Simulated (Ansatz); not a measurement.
Write a Python script for Ansatz 0.2.0, Python API that makes a comparison of norm-conserving and PAW potentials of SnAs, space group Fm-3m. Level of theory (first run): LDA, PAW, the default cutoff (420 eV here), 9×9×9 k-points, cold smearing of 0.1 eV.

```yaml
crystal:
  lattice:
    - [0.00000, 2.84050, 2.84050]
    - [2.84050, 0.00000, 2.84050]
    - [2.84050, 2.84050, 0.00000]
  atoms:
    - { symbol: Sn, position: [0.00000, 0.00000, 0.00000] }
    - { symbol: As, position: [0.50000, 0.50000, 0.50000] }
```

`nc_paw_snas.py`:
```python
"""Two kinds of potentials on SnAs."""

import logging
import sys

import ansatz as az
import numpy as np

logging.basicConfig(stream=sys.stdout, format="%(levelname)s %(message)s")
logger = logging.getLogger("run")
logger.setLevel(logging.INFO)


def count_gap(report):
    # lowest empty less highest filled band, counting bands; zero where they overlap
    return max(report.get("gap_by_band_count_ev") or 0.0, 0.0)

structure = (
    az.Lattice.from_parameters(4.017074, 4.017074, 4.017074, alpha=60.0, beta=60.0, gamma=60.0)
    .atom("Sn", [0.0, 0.0, 0.0])
    .atom("As", [0.5, 0.5, 0.5])
)

calculation = (
    structure.calculation()
    .functional("lda")
    .kpoints(9)
    .occupations("Marzari-Vanderbilt", width=0.1)
    .stress()
    .forces()
    .band_table()
)
variants = {
    "PAW": calculation.pseudopotentials("paw"),
    "norm-conserving": calculation.pseudopotentials("nc"),
}
# totals differ by the cores that each treatment holds, so compare what does not depend on them
rows = []
for label, variant in variants.items():
    rep = variant.run(threads=1, pin="off").report
    levels = np.array(rep["eigenvalues_ev"][0]) - rep["fermi_energy_ev"]
    print(label, "levels at the first k-point near E_F:", np.round(levels[np.abs(levels) < 5], 3))
    rows.append((label, rep["n_electrons"], np.trace(rep["stress_gpa"]) / 3, count_gap(rep)))
for row in rows:
    print("; ".join(f"{name} = {round(v, 4) if isinstance(v, float) else v}" for name, v in zip(["treatment", "electrons in bands", "P GPa", "gap by band count eV"], row)))
```

```console
$ python nc_paw_snas.py
DeckWarning: basis.ecutwfc = 420 eV, auto-derived from the records' recommended cutoffs: set by Sn (normal level)
PAW levels at the first k-point near E_F: [-2.776 -1.205 -1.205 -1.205]
DeckWarning: basis.ecutwfc = 1088.45545 eV, auto-derived from the records' recommended cutoffs: set by As (normal level)
norm-conserving levels at the first k-point near E_F: [-2.785 -1.193 -1.193 -1.193]
treatment = PAW; electrons in bands = 29.0; P GPa = -0.3889; gap by band count eV = 0.0
treatment = norm-conserving; electrons in bands = 29.0; P GPa = -0.3459; gap by band count eV = 0.0
```
(Warnings from the package without file and line.)

PAW gives -0.389 GPa and norm-conserving -0.346 GPa, 0.043 GPa apart. They took 1.0 and 2.5 s of processor time.

Notes:
- The computed bands are complete only to about 5.3 eV above the Fermi level.
- For a metal this k-point mesh is coarse: on a finer one energies can move by several to tens of meV an atom and pressures by half a GPa or more, differences at one mesh by less.
- A gap by band count of zero or less means overlapping bands, a metal, and at an odd count of electrons it is no gap at all.
- Of the deposited cell: the entry's cell lengths or inner coordinates differ somewhat from later room-temperature determinations.
- The starting cell is as deposited in a crystallographic database; the results hold for this polymorph, which needn't be the stable one.
- Gaps and levels are Kohn-Sham values on a finite set of k-points, without spin-orbit coupling.
- Stress is positive in compression.
- It ran for 5.3 s on 1 thread of Intel(R) Xeon(R) Processor @ 2.30GHz, with other jobs on the host, peak memory 0.57 GiB.
